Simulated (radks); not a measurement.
**Ionisation of Mo: one atom, several choices of relativity**

An exercise on one series of results from a longer session: the logs are not shown, and one member is left open.

Method: Kohn-Sham, BLYP, spin-unpolarised, spherical densities. Code: radks (a radial shooting solver on a logarithmic mesh, Libxc functionals) version 1.

### The system

| Item | Value |
| --- | --- |
| element | molybdenum (Z = 42) |
| charge | 0 |
| electrons | 42 |
| configuration | [Kr] 4d5 5s1 |
| ion | Mo⁺, [Kr] 4d5 |
| choices | non-relativistic; scalar-relativistic; Dirac, 2j+1 shares; Dirac, low j first; scalar-relativistic, finite nucleus; Dirac, 2j+1 shares, finite nucleus; Dirac, c × 2; Dirac, c × 1.25; Dirac, c × 1.5 |

The first run:

The run's settings:

```text
Z 42
configuration [Kr] 4d5 5s1 5p0 6s0
relativity non-relativistic
functional b88,lyp
spin unpolarised
nucleus point
```

Among the steps run: non-relativistic: Mo.

One table of the session follows, with a row left open; its other results are not shown here.

From the orbitals of this run (lengths in bohr):

| level | <r> | outermost maximum (interpolated) | 90 % within | nodes |
| --- | --- | --- | --- | --- |
| 3s | ? | ? | ? | ? |
| 3p | 0.4359 | 0.382 | 0.658 | 1 |
| 3d | 0.4146 | 0.322 | 0.662 | 0 |
| 4s | 1.135 | 1.01 | 1.65 | 3 |
| 4p | 1.249 | 1.08 | 1.86 | 2 |
| 4d | 1.975 | 1.37 | 3.29 | 1 |
| 5s | 3.727 | 3.04 | 5.64 | 4 |
| 5p | 5.550 | 4.22 | 8.77 | 3 |

**Question.** Estimate the row for 3s.

**Answer.** <r>: 0.4410; outermost maximum (interpolated): 0.395; 90 % within: 0.651; nodes: 2. In the column «<r>» it lies between 3p (0.4359) and 4s (1.135).

To keep in mind: Runs with a scaled speed of light are not ranked. Spin polarisation and multiplet splitting of open shells are left out at every level.
